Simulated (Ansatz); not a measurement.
**CH6B2SSi: how energies converge with the basis set**

An exercise on one series of results from a longer session: the logs are not shown, and one member is left open.

Computed with Ansatz 0.2.0, Gaussian basis. Level: one geometry, several basis sets.

Levels to be run: PBE0-D4/def2-SVP; ωB97M-V/def2-SVP; PBE0-D4/def2-QZVPP; ωB97M-V/def2-QZVPP; the functionals' def2-TZVPP values are taken from earlier runs.

## The relaxed structure

All runs share one geometry, relaxed beforehand with PBE0-D4 in a triple-zeta def2 set.

SMILES `[SiH3]SB1BC1`, 11 atoms, charge 0, spin multiplicity 1.

Atoms are counted from 1 here; the program's logs count them from 0.

Bond lengths: Si1–S2 2.151 Å, Si1–H6 1.482 Å, Si1–H7 1.483 Å, Si1–H8 1.486 Å, S2–B3 1.772 Å, B3–B4 1.553 Å, B3–C5 1.637 Å, B4–C5 1.495 Å, B4–H9 1.183 Å, C5–H10 1.088 Å, C5–H11 1.104 Å. Angles: S2–Si1–H6 110.3°, S2–Si1–H7 106.8°, S2–Si1–H8 109.6°, H6–Si1–H7 110.6°, H6–Si1–H8 109.5°, H7–Si1–H8 109.8°, Si1–S2–B3 99.2°, S2–B3–B4 167.3°, S2–B3–C5 135.8°, B4–B3–C5 55.8°, B3–B4–C5 64.9°, B3–B4–H9 151.3°, C5–B4–H9 130.9°, B3–C5–B4 59.3°, B3–C5–H10 150.4°, B3–C5–H11 79.7°, B4–C5–H10 125.8°, B4–C5–H11 125.2° and more.

The first run:

in.yaml

```yaml
crystal:
  periodic: [false, false, false]
  atoms:
    - {symbol: Si, position_ang: [-1.019969, 0.304675, -1.760732]}
    - {symbol: S, position_ang: [1.064035, 0.704272, -1.408688]}
    - {symbol: B, position_ang: [1.133683, 0.342087, 0.324394]}
    - {symbol: B, position_ang: [1.523232, 0.121334, 1.811894]}
    - {symbol: C, position_ang: [0.314074, -0.630134, 1.354596]}
    - {symbol: H, position_ang: [-1.862072, 1.139397, -0.871639]}
    - {symbol: H, position_ang: [-1.284595, 0.625415, -3.183955]}
    - {symbol: H, position_ang: [-1.302311, -1.131476, -1.506737]}
    - {symbol: H, position_ang: [1.819190, 0.535944, 2.879410]}
    - {symbol: H, position_ang: [-0.568247, -0.842919, 1.954479]}
    - {symbol: H, position_ang: [0.248480, -1.225594, 0.427578]}
basis:
  gaussian: {orbitals: def2-SVP}
hamiltonian: {xc: pbe0, dispersion: d4}
output: {orbitals: {seedname: orbitals}}
```

Among the steps run: PBE0-D4 in def2-SVP; ωB97M-V in def2-SVP; PBE0-D4 in def2-QZVPP; ωB97M-V in def2-QZVPP.

One of the session's tables, all rows but one given; the rest of the session is left out.

It belongs to the step «Functionals by basis». 

| functional | basis | HOMO (eV) |
| --- | --- | --- |
| PBE0-D4 | def2-SVP | -7.12 |
| PBE0-D4 | def2-TZVPP | -7.16 |
| PBE0-D4 | def2-QZVPP | -7.17 |
| ωB97M-V | def2-SVP | -9.24 |
| ωB97M-V | def2-TZVPP | -9.31 |
| ωB97M-V | def2-QZVPP | ? |

Estimate the missing values for ωB97M-V, def2-QZVPP.

**Answer.** HOMO (eV): -9.32. In the column «HOMO (eV)» it is the lowest.
